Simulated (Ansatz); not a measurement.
# CH3BF2GeO: one species, many methods

How much do the methods differ for CH3BF2GeO? The plan is to run it at one geometry with functionals of several rungs and with coupled cluster, and see how far each lands from CCSD(T) at the basis-set limit for the atomisation energy.

Program: Ansatz 0.2.0, Gaussian basis. Level of theory: functionals in def2-TZVPP, the program's frozen cores in correlated methods. These are calculated values, not measurements.

The runs, in order: LDA (SPW92), PBE-D4, revPBE-D4, BLYP-D4, r2SCAN-D4, B97M-V, PBE0-D4, B3LYP-D4, r2SCANh-D4, r2SCAN0-D4, HSE06-D4, BHLYP-D4, CAM-B3LYP-D4, LC-ωPBE, ωB97X-V, ωB97M-V, B2PLYP, PBE-QIDH; CCSD(T)/def2-SVP; CCSD(T)/def2-TZVPP; MP2/def2-QZVPP; extrapolation to the limit; RPA on PBE.

## Step 1: Structure used throughout

An earlier PBE0-D4 in a triple-zeta def2 set relaxation fixed the geometry.

SMILES `FB(F)[CH]1[O][GeH2]1`, 9 atoms, charge 0, spin multiplicity 1.

Atoms are counted from 1 here; the program's logs count them from 0.

Bond lengths: F1–B2 1.324 Å, B2–F3 1.321 Å, B2–C4 1.540 Å, C4–O5 1.438 Å, C4–Ge6 1.924 Å, C4–H7 1.091 Å, O5–Ge6 1.810 Å, Ge6–H8 1.523 Å, Ge6–H9 1.522 Å. Angles: F1–B2–F3 117.2°, F1–B2–C4 120.6°, F3–B2–C4 122.1°, B2–C4–O5 119.6°, B2–C4–Ge6 115.7°, B2–C4–H7 117.9°, O5–C4–Ge6 63.2°, O5–C4–H7 114.5°, Ge6–C4–H7 114.2°, C4–O5–Ge6 71.6°, C4–Ge6–O5 45.2°, C4–Ge6–H8 119.3°, C4–Ge6–H9 121.1°, O5–Ge6–H8 113.5°, O5–Ge6–H9 113.4°, H8–Ge6–H9 119.1°.

## Step 2: LDA

This LDA is Slater exchange with PW92 correlation.

File in.yaml:

```yaml
crystal:
  periodic: [false, false, false]
  atoms:
    - {symbol: F, position_ang: [-0.472529, 0.288589, 2.530310]}
    - {symbol: B, position_ang: [0.294626, 0.354845, 1.452971]}
    - {symbol: F, position_ang: [1.166597, 1.345539, 1.392179]}
    - {symbol: C, position_ang: [0.117715, -0.651940, 0.300708]}
    - {symbol: O, position_ang: [1.095663, -0.704576, -0.751718]}
    - {symbol: Ge, position_ang: [-0.391989, 0.101501, -1.394154]}
    - {symbol: H, position_ang: [-0.357109, -1.608351, 0.526245]}
    - {symbol: H, position_ang: [-1.166938, -0.754888, -2.387671]}
    - {symbol: H, position_ang: [-0.197534, 1.582980, -1.685969]}
basis:
  gaussian: {orbitals: def2-TZVPP}
hamiltonian: {xc: lda}
output: {orbitals: {seedname: orbitals}}
```

The run is started by

```sh
ansatz run in.yaml --threads 4 --pin off --events-out ev --progress --plain --max-ram 10444MiB
```

After this run come: PBE-D4 (GGA); revPBE-D4 (GGA); BLYP-D4 (GGA); r2SCAN-D4 (meta-GGA); B97M-V (meta-GGA); PBE0-D4 (hybrid); B3LYP-D4 (hybrid); r2SCANh-D4 (hybrid); r2SCAN0-D4 (hybrid); HSE06-D4 (hybrid); BHLYP-D4 (hybrid); CAM-B3LYP-D4 (range-separated); LC-ωPBE (range-separated); ωB97X-V (range-separated); ωB97M-V (range-separated); B2PLYP (double hybrid); PBE-QIDH (double hybrid); CCSD(T) in def2-SVP; CCSD(T) in def2-TZVPP; MP2 in def2-QZVPP; RPA on PBE orbitals.

Before running them: what should the planned runs give, taken together? Wanted: atomisation energy, CCSD(T)/CBS; farthest beyond LDA; mean size of error, GGA; mean size of error, meta-GGA; mean size of error, hybrid; mean size of error, range-separated; mean size of error, double hybrid; gap, smallest and largest; T1 diagnostic.

The runs gave:

| quantity | value |
| --- | --- |
| atomisation energy, CCSD(T)/CBS | 36.679 eV |
| functionals within 0.367 eV (1.0 %) | revPBE-D4, BLYP-D4, r2SCAN-D4, B97M-V, PBE0-D4, B3LYP-D4, r2SCANh-D4, HSE06-D4, CAM-B3LYP-D4, LC-ωPBE, ωB97X-V, ωB97M-V, PBE-QIDH |
| farthest beyond LDA | BHLYP-D4 (-1.818 eV) |
| mean size of error, GGA | 0.434 eV |
| mean size of error, meta-GGA | 0.306 eV |
| mean size of error, hybrid | 0.490 eV |
| mean size of error, range-separated | 0.041 eV |
| mean size of error, double hybrid | 0.319 eV |
| gap, smallest and largest | 4.23 eV (LDA (SPW92)), 11.02 eV (LC-ωPBE) |
| T1 diagnostic | 0.0142 |
| triples share of the correlation energy | 3.6 % |

In words: LDA overbinds by 6.505 eV (18 %). PBE-D4 is off by +1.090 eV. Double hybrids carry the basis error of their MP2 part in triple zeta, and no dispersion term here, so their miss is partly the set-up's. The rungs range-separated, meta-GGA, double hybrid miss on average by less than the doubt on the reference (0.367 eV), so they tie. The reference freezes the cores and leaves out relativity and excitations past (T), and its outer-core shells are covered unevenly, so misses under about 0.367 eV can't be ranked. Hartree-Fock recovers 71 % of the binding; the rest is correlation. CCSD(T) in def2-SVP is off by -2.084 eV, which most functionals beat. Orbital gaps span 4.2 to 11.0 eV; exact exchange widens them. Correlated methods include outer-core shells of Ge, which these sets cover unevenly.
